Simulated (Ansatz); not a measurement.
# ZrS (Fm-3m): relaxation of cell and ions in Python

Wanted for ZrS (Fm-3m): a relaxation of cell and ions.

The COD entry's cell or inner coordinates are ideal or old and differ from later refinements, so a difference from it is no clean test against experiment.

Computed with Ansatz 0.2.0 through its Python package. Level of theory: DFT PBEsol, plane waves, PAW.

## Step 1: Starting point

It takes space group Fm-3m (No. 225, cubic). Conventional cell: a = 5.250 Å, b = 5.250 Å, c = 5.250 Å, α = 90.00°, β = 90.00°, γ = 90.00°. Around Zr (site symmetry m-3m) lie 6 S at 2.62 Å. S (site symmetry m-3m) is surrounded by 6 Zr at 2.62 Å.

No structure file is read: the coordinates are typed or built in the script.

## Step 2: The script

Contents of vcrelax_zrs.py:

```python
"""Relax cell and ions of ZrS."""

import ansatz as az
from ase import Atoms
from ase.data import atomic_numbers
from ase.neighborlist import neighbor_list
import matplotlib.pyplot as plt
import numpy as np
import spglib

def edges_and_angles(cell):
    cell = np.asarray(cell)
    a, b, c = np.linalg.norm(cell, axis=1)
    cosines = cell[1] @ cell[2] / (b * c), cell[0] @ cell[2] / (a * c), cell[0] @ cell[1] / (a * b)
    return (a, b, c, *np.degrees(np.arccos(cosines)))

xtal = (
    az.Lattice.fcc(5.25)
    .space_group(225)
    .atom("Zr", [0.0, 0.0, 0.0])
    .atom("S", [0.5, 0.0, 0.0])
    .primitive()
)

# only the volume may change
setup = (
    xtal.calculation()
    .functional(az.Functional.PBESOL)
    .kpoints(7)
    .occupations("fermi_dirac", width=0.15)
    .relax(fix_cell=["shape"], stress_tolerance=0.1)
)
steps = []


def follow(event):
    if event["event"] != "relax_step":
        return
    row = event["data"]
    steps.append(row)
    print(f"step {row['step']:3d}  E = {row['lagrangian_ev']:.5f} eV  largest force component = {row['allowed_force_max_ev_ang']:.4f} eV/A  P = {row['pressure_gpa']:.3f} GPa")


done = setup.session().plan(threads=1).execute(on_event=follow)
rep = done.report

first, last = steps[0], steps[-1]
symbols = [site.symbol for site in done.lattice.sites]
print(f"energy gained {first['lagrangian_ev'] - last['lagrangian_ev']:.4f} eV in {len(steps) - 1} steps")
for label, vectors in (("before", first["cell_ang"]), ("after", done.lattice.cell_ang)):
    print(label, "a b c (A) {:.4f} {:.4f} {:.4f}  angles {:.2f} {:.2f} {:.2f}".format(*edges_and_angles(vectors)), f" V = {abs(np.linalg.det(vectors)):.3f} A^3")
print("final stress xx yy zz (GPa, compression positive):", np.round(np.diag(rep["stress_gpa"]), 3) + 0.0)

fig, (top, bottom) = plt.subplots(2, 1, sharex=True, figsize=(4.5, 4))
top.plot([s["lagrangian_ev"] - last["lagrangian_ev"] for s in steps], "o-")
top.set_ylabel("E - E(final) (eV)")
bottom.semilogy([max(s["allowed_force_max_ev_ang"], 1e-6) for s in steps], "s-")
bottom.set(xlabel="step", ylabel="largest force (eV/A)")
fig.tight_layout()
fig.savefig("relax.png", dpi=100)

change = np.array(last["positions_ang"]) @ np.linalg.inv(last["cell_ang"]) - np.array(first["positions_ang"]) @ np.linalg.inv(first["cell_ang"])
moved = np.linalg.norm(change @ np.array(last["cell_ang"]), axis=1)
print("displacement within the cell, strain taken out (A):", " ".join(f"{s}:{d:.3f}" for s, d in zip(symbols, moved)))

final = Atoms(symbols, positions=last["positions_ang"], cell=done.lattice.cell_ang, pbc=True)
i, j, d = neighbor_list("ijd", final, 4.5)
print("neighbours within 1.2 times the shortest distance of each atom (A)")
for atom in range(len(final)):
    near = [m for m in np.argsort(d) if i[m] == atom]
    shell = [m for m in near if d[m] < 1.2 * d[near[0]]]
    print(f"{symbols[atom]}{atom} ({len(shell)}):", ", ".join(f"{symbols[j[m]]} {d[m]:.3f}" for m in shell))

print("%-22s %14.5f eV" % ("F = E - TS", rep["free_energy_ev"]))
print("%-22s %14.5f eV" % ("E", rep["internal_energy_ev"]))
print("%-22s %14.5f eV" % ("Harris-Foulkes", rep["harris_foulkes_ev"]))
print("%-22s %14.5f eV" % ("Fermi level", rep["fermi_energy_ev"]))

spg_cell = (done.lattice.cell_ang, [s.position_frac for s in done.lattice.sites], [atomic_numbers[s.symbol] for s in done.lattice.sites])
# the group found depends on the tolerance
for tolerance in (1e-5, 1e-3, 1e-1):
    print(f"symprec {tolerance:g} A: {spglib.get_spacegroup(spg_cell, symprec=tolerance)}")
print("operations used by the run:", rep["n_symmetry_ops"])
```

## Step 3: The input behind the calls

The engine receives this input:

```yaml
crystal:
  lattice:
    bravais: fcc
    a: 5.25
  space_group: 225
  atoms:
    - { symbol: Zr, position: [0.0, 0.0, 0.0] }
    - { symbol: S, position: [0.5, 0.0, 0.0] }
  reduce_to_primitive: true
kpoints:
  mp_grid:
    grid: [7, 7, 7]
hamiltonian:
  xc: pbesol
scf:
  occupations:
    method: fermi_dirac
    width: 0.15
relax:
  cell:
    stress_tol: 0.1
    fix: [shape]
```

## Step 4: Running it

Run with:

```console
> python vcrelax_zrs.py
```

Without the output at hand: what should come out? Wanted: free energy; moves of the relaxation; energy gained; last largest force component; relaxed conventional cell; space group at the end.

As calculated:

| quantity | value |
| --- | --- |
| free energy | -5016.6596 eV (-2508.3298 eV/atom) |
| moves of the relaxation | 3 |
| energy gained (ahead of the last change of basis) | 16.8 meV/atom |
| last largest force component | 0.0000 eV/Å |
| relaxed conventional cell | a = 5.169 Å, b = 5.169 Å, c = 5.169 Å, α = 90.00°, β = 90.00°, γ = 90.00° |
| space group at the end | Fm-3m |

In words: The volume shrank by 4.6 % over 3 moves, and the space group stayed Fm-3m. What to keep in mind:
- Spin is left out of this run.
- Forces vanish by symmetry, so the ions can't move, and the end may be a saddle.
- For a metal this k-point mesh is coarse: on a finer one energies can move by several to tens of meV an atom and pressures by half a GPa or more, differences at one mesh by less.
- An absolute Fermi energy rests on an arbitrary zero of the periodic potential and has no direct meaning.
- Energies along a relaxation are free energies. Rows at an unchanged volume are solved on a plane-wave basis chosen afresh for that cell, so the energy jumps there and such rows are no steps of the walk.
- A Fermi-Dirac width this large means warm electrons, whose thermal share enters the free energy.
- Edges and angles that the script prints are those of the cell as typed, here a primitive one.
- Of the deposited cell: the entry's cell lengths or inner coordinates differ somewhat from later room-temperature determinations.
